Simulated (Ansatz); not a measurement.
# BClFH6NSi2: the cost of one run

Method: PBE0-D4/def2-TZVP structures, single points in def2-TZVPP, no counterpoise correction; program: Ansatz 0.2.0, Gaussian basis.

Levels: SPW92, PBE-D4, BLYP-D4, r2SCAN-D4, B97M-V, PBE0-D4, B3LYP-D4, r2SCAN0-D4, BHLYP-D4, CAM-B3LYP-D4, wB97X-V, wB97M-V, B2PLYP, PBE-QIDH, RPA on PBE, Hartree-Fock, MP2, CCSD, CCSD(T).

Correlated methods freeze the cores. B3LYP uses VWN-RPA correlation. B2PLYP carries no dispersion term here.

94 further runs of the same task are left out: 94 set aside as unsound or not needed.

## Step 1: The system as given

The complex: 14 atoms, charge 0, spin multiplicity 1.

Atoms are counted from 1 here; the program's logs count them from 0.

Bond lengths: B1–Cl3 1.768 Å, B1–N4 1.400 Å, B1–F8 1.335 Å, Cl2–H7 1.282 Å, N4–Si5 1.762 Å, N4–Si6 1.762 Å, Si5–H9 1.486 Å, Si5–H10 1.481 Å, Si5–H11 1.481 Å, Si6–H12 1.479 Å, Si6–H13 1.485 Å, Si6–H14 1.482 Å. Angles: Cl3–B1–N4 121.7°, Cl3–B1–F8 115.8°, N4–B1–F8 122.5°, B1–N4–Si5 119.9°, B1–N4–Si6 123.4°, Si5–N4–Si6 116.7°, N4–Si5–H9 105.0°, N4–Si5–H10 111.1°, N4–Si5–H11 111.0°, H9–Si5–H10 109.6°, H9–Si5–H11 109.5°, H10–Si5–H11 110.6°, N4–Si6–H12 109.4°, N4–Si6–H13 108.5°, N4–Si6–H14 109.4°, H12–Si6–H13 109.9°, H12–Si6–H14 110.7°, H13–Si6–H14 108.9°.

As a file:

```xyz
14

B     0.0489    0.9622   -1.1013
Cl    3.0564   -1.0553   -1.1042
Cl   -0.8853    1.0030   -2.6017
N    -0.3841    0.2367    0.0147
Si   -1.8816   -0.6878   -0.0660
Si    0.5192    0.1496    1.5249
H     2.9358    0.2109   -1.2632
F     1.1847    1.6641   -1.1035
H    -2.0106   -1.3274    1.2695
H    -1.8060   -1.7331   -1.1120
H    -3.0419    0.2023   -0.3020
H     1.7375    0.9809    1.4175
H    -0.3445    0.6564    2.6212
H     0.8716   -1.2625    1.8063
```

Its parts: BClFH₆NSi₂ holds atoms 1, 3, 4, 5, 6, 8, 9, 10, 11, 12, 13, 14; HCl holds atoms 2, 7. Each part counts its atoms afresh in its own runs.

## Step 2: Relaxing BClFH₆NSi₂ alone

File relax-a/in.yaml:

```yaml
crystal:
  periodic: [false, false, false]
  atoms:
    - {symbol: B, position_ang: [0.048862, 0.962156, -1.101325]}
    - {symbol: Cl, position_ang: [-0.885319, 1.002984, -2.601667]}
    - {symbol: N, position_ang: [-0.384067, 0.236715, 0.014730]}
    - {symbol: Si, position_ang: [-1.881617, -0.687760, -0.065975]}
    - {symbol: Si, position_ang: [0.519157, 0.149627, 1.524896]}
    - {symbol: F, position_ang: [1.184692, 1.664060, -1.103535]}
    - {symbol: H, position_ang: [-2.010614, -1.327414, 1.269494]}
    - {symbol: H, position_ang: [-1.805973, -1.733135, -1.111974]}
    - {symbol: H, position_ang: [-3.041864, 0.202285, -0.302046]}
    - {symbol: H, position_ang: [1.737495, 0.980901, 1.417483]}
    - {symbol: H, position_ang: [-0.344511, 0.656410, 2.621214]}
    - {symbol: H, position_ang: [0.871619, -1.262457, 1.806310]}
basis:
  gaussian: {orbitals: def2-TZVP}
hamiltonian: {xc: pbe0, dispersion: d4}
relax: {f_tol: 0.005, max_steps: 200}
```

Run with:

```bash
$ ansatz run in.yaml --threads 4 --pin off --events-out ev --progress --plain --max-ram 46080MiB --backend cuda --devices 0, --max-vram 37GiB
```

**Question.** How long does this run take on 1 × a share of an NVIDIA H100 with 4 threads of AMD EPYC 7R13, shared host, and how much memory does it need?

About 14 s, with a peak of 0.95 GiB on the host.
